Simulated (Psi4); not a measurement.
# GeSiNH7 (SMILES [SiH3][NH][GeH3]) at HSE06/def2-SVP

What is the vertical singlet–triplet gap of GeSiNH7 at HSE06/def2-SVP? 

The calculation is run with Psi4 1.11.

### Step 1. Starting point

GeSiNH7: 10 atoms, total charge 0, spin state singlet. As SMILES, `[SiH3][NH][GeH3]`. Geometry: relaxed at PBE0-D4/def2-TZVP.

Bond lengths: Si1–N2 1.718 Å, N2–Ge3 1.839 Å, Si1–H4 1.486 Å, Si1–H5 1.489 Å, Si1–H6 1.492 Å, N2–H7 1.009 Å, Ge3–H8 1.534 Å, Ge3–H9 1.543 Å, Ge3–H10 1.538 Å. Some angles: Si1–N2–Ge3 127.5°, Si1–N2–H7 117.0°, Ge3–N2–H7 114.2°, N2–Si1–H4 107.3°, N2–Si1–H5 110.3°, N2–Si1–H6 114.2°, N2–Ge3–H8 106.7°, N2–Ge3–H9 111.7°, N2–Ge3–H10 108.4°, H4–Si1–H5 110.0°.

### Step 2. Energy and forces at HSE06/def2-SVP

Input file calc.py:

```python
import psi4

psi4.set_memory(1600000000)
psi4.set_num_threads(1)
psi4.core.set_output_file('run.log', False)

m = psi4.geometry("""
0 1
Si    -1.146800     0.522200    -0.945600
N      0.461400     0.319100    -0.375700
Ge     1.020100    -0.675800     1.066200
H     -1.923700    -0.668500    -0.512900
H     -1.160200     0.627200    -2.430500
H     -1.835500     1.735800    -0.416100
H      1.159100     0.952900    -0.736500
H     -0.018900    -1.787400     1.262400
H      1.119900     0.180400     2.345600
H      2.407800    -1.257200     0.745900
symmetry c1
no_reorient
no_com
""")

psi4.set_options({
    'basis': 'def2-SVP',
    'puream': True,
    'e_convergence': 1e-09,
    'd_convergence': 1e-08,
    'scf_type': 'pk',
    'dft_radial_points': 99,
    'dft_spherical_points': 590,
})

e, wfn = psi4.gradient("hse06", return_wfn=True)
psi4.oeprop(wfn, "LOWDIN_CHARGES", "DIPOLE", "QUADRUPOLE", title="HSE06")
print('gradient / Eh bohr^-1')
print(e.np.round(6))
print(f'energy = {wfn.energy():.10f} Eh')
```

Started as:

```
$ python calc.py
```

run.log:

```text
[...]
  Running in c1 symmetry.
[...]
  Nuclear repulsion =  261.251374790645684
[...]
  Multiplicity = 1
[...]
  Nalpha       = 30
  Nbeta        = 30
[...]
    Number of basis functions: 99
[...]
   @RKS iter   1: -2423.13286251729915   -1.95594e+00   2.46324e-02 DIIS/ADIIS
[...]
   @RKS iter  11: -2424.62880482309401   -3.18323e-12   2.60790e-09 DIIS
[...]
    Orbital Energies [Eh]
    ---------------------
    Doubly Occupied:
       1A   -399.059754     2A    -66.234446     3A    -49.892775
       4A    -44.380064     5A    -44.379796     6A    -44.379550
       7A    -14.357668     8A     -6.278102     9A     -5.317945
      10A     -4.433300    11A     -4.431986    12A     -4.431326
      13A     -3.655721    14A     -3.654823    15A     -3.654281
      16A     -1.229750    17A     -1.227238    18A     -1.226500
      19A     -1.224334    20A     -1.224036    21A     -0.832516
      22A     -0.562155    23A     -0.533801    24A     -0.435633
      25A     -0.372174    26A     -0.362287    27A     -0.340062
      28A     -0.332535    29A     -0.325801    30A     -0.248092
[...]
  @RKS Final Energy: -2424.62880482309401
   => Energetics <=
    Nuclear Repulsion Energy =            261.2513747906456842
    One-Electron Energy =               -3894.8208692893163061
    Two-Electron Energy =                1292.2192177592714870
    DFT Exchange-Correlation Energy =     -83.2785280836945674
    Empirical Dispersion Energy =           0.0000000000000000
    VV10 Nonlocal Energy =                  0.0000000000000000
    Total Energy =                      -2424.6288048230940149
[...]
  -Total Gradient:
     Atom            X                  Y                   Z
    ------   -----------------  -----------------  -----------------
       1        0.005273337179    -0.001050223615     0.002020439991
       2       -0.004049343121     0.004742159387    -0.004792206028
       3       -0.000652088143    -0.000422875263    -0.000198318524
       4        0.001917424129     0.002231426859    -0.000577031659
       5        0.000389034280    -0.000257448517     0.003070291757
       6        0.001923838947    -0.002498648126    -0.000758484972
       7       -0.004332466954    -0.003766566447     0.002324078563
       8        0.000399610585     0.000648937324    -0.000184049492
       9       -0.000160181169    -0.000095056500    -0.000941267437
      10       -0.000710019960     0.000483121880     0.000015653329
[...]
 Multipole Moments:
 ------------------------------------------------------------------------------------
     Multipole            Electronic (a.u.)      Nuclear  (a.u.)        Total (a.u.)
 ------------------------------------------------------------------------------------
 L = 1.  Multiply by 2.5417464519 to convert [e a0] to [Debye]
 Dipole X            :        -36.5860055           36.9749483            0.3889427
 Dipole Y            :         23.3354607          -23.2396629            0.0957978
 Dipole Z            :        -34.9165391           34.9750511            0.0585120
 Magnitude           :                                                    0.4048176
 L = 2.  Multiply by 1.3450342976 to convert [e a0^2] to [Debye ang]
 Quadrupole XX       :       -280.0094613          250.0207985          -29.9886628
 Quadrupole XY       :        121.5972230         -120.4455304            1.1516926
[...]
```

On the terminal:

```text
gradient / Eh bohr^-1
[[ 5.273e-03 -1.050e-03  2.020e-03]
 [-4.049e-03  4.742e-03 -4.792e-03]
 [-6.520e-04 -4.230e-04 -1.980e-04]
 [ 1.917e-03  2.231e-03 -5.770e-04]
 [ 3.890e-04 -2.570e-04  3.070e-03]
 [ 1.924e-03 -2.499e-03 -7.580e-04]
 [-4.332e-03 -3.767e-03  2.324e-03]
 [ 4.000e-04  6.490e-04 -1.840e-04]
 [-1.600e-04 -9.500e-05 -9.410e-04]
 [-7.100e-04  4.830e-04  1.600e-05]]
energy = -2424.6288048231 Eh
```

Run time: 96 s. Hardware: 1 thread of Intel Xeon Platinum 8259CL at 2.50GHz (Skylake/Cascade Lake), shared host; peak memory 0.93 GiB.

### Step 3. The triplet

Input file input.in:

```
memory 1600 MB

molecule {
  0 3
  Si    -1.146800     0.522200    -0.945600
  N      0.461400     0.319100    -0.375700
  Ge     1.020100    -0.675800     1.066200
  H     -1.923700    -0.668500    -0.512900
  H     -1.160200     0.627200    -2.430500
  H     -1.835500     1.735800    -0.416100
  H      1.159100     0.952900    -0.736500
  H     -0.018900    -1.787400     1.262400
  H      1.119900     0.180400     2.345600
  H      2.407800    -1.257200     0.745900
  symmetry c1
}

set {
  basis def2-SVP
  reference uks
  puream true
  e_convergence 1e-09
  d_convergence 1e-08
  scf_type pk
  dft_radial_points 99
  dft_spherical_points 590
  maxiter 100
}

e, wfn = gradient('hse06', return_wfn=True)
oeprop(wfn, 'WIBERG_LOWDIN_INDICES', 'QUADRUPOLE', 'DIPOLE', title='HSE06')
print_variables()
```

Started as:

```
$ psi4 -n 1 input.in input.out
```

input.out (excerpt; [...] marks lines left out):

```text
[...]
  Running in c1 symmetry.
[...]
  Nuclear repulsion =  261.251374790645684
[...]
  Multiplicity = 3
[...]
  Nalpha       = 31
  Nbeta        = 29
[...]
    Number of basis functions: 99
[...]
   @UKS iter   1: -2422.69862561704076   -1.52170e+00   2.53061e-02 ADIIS/DIIS
[...]
   @UKS iter  16: -2424.42482395485831    6.43013e-10   7.36097e-09 DIIS
[...]
   @S^2 Observed:                2.005954339E+00
[...]
  @UKS Final Energy: -2424.42482395485831
   => Energetics <=
    Nuclear Repulsion Energy =            261.2513747906456842
    One-Electron Energy =               -3893.5298057178897579
    Two-Electron Energy =                1291.0714169567347653
    DFT Exchange-Correlation Energy =     -83.2178099843491879
    Empirical Dispersion Energy =           0.0000000000000000
    VV10 Nonlocal Energy =                  0.0000000000000000
    Total Energy =                      -2424.4248239548583115
[...]
  -Total Gradient:
     Atom            X                  Y                   Z
    ------   -----------------  -----------------  -----------------
       1        0.065591792354    -0.003652188618     0.030217062248
       2       -0.010539957222    -0.009107803263     0.006195244139
       3       -0.021598528476     0.043477788623    -0.053015124256
       4       -0.002626000356     0.001412555702    -0.002491360633
       5       -0.002708021411    -0.000530505683     0.001324202970
       6       -0.003332829665    -0.003362388924    -0.003068821186
       7       -0.025525932733    -0.022965836402     0.017060865461
       8       -0.000629653042    -0.001765325412     0.000594539571
       9        0.000293872580    -0.001441728436     0.002079825841
      10        0.001074590653    -0.002051317472     0.001080588704
[...]
 Multipole Moments:
[...]
```

Wall time 2.8 min (1 thread of Intel Xeon Platinum 8259CL at 2.50GHz (Skylake/Cascade Lake), shared host); peak memory 0.94 GiB.

### Step 4. Outcome

Level: HSE06/def2-SVP.

```
                                        quantity           value
                           singlet: total energy  -2424.62880 Eh
                          singlet: dipole moment          1.03 D
                            singlet: HOMO energy        -6.75 eV
                            singlet: LUMO energy         0.03 eV
                          singlet: HOMO–LUMO gap         6.78 eV
               singlet: largest force on an atom      0.404 eV/Å
                           triplet: total energy  -2424.42482 Eh
                          triplet: dipole moment          0.76 D
     triplet: HOMO energy (highest over α and β)        -1.59 eV
                                   triplet: ⟨S²⟩           2.006
               triplet: largest force on an atom      3.718 eV/Å
vertical energy of the triplet above the singlet        5.551 eV
```

What this shows: At this shape the triplet lies 5.55 eV (536 kJ/mol) above the singlet. The largest force (singlet) is 0.40 eV/Å: the shape isn't a stationary point for this species at this level.
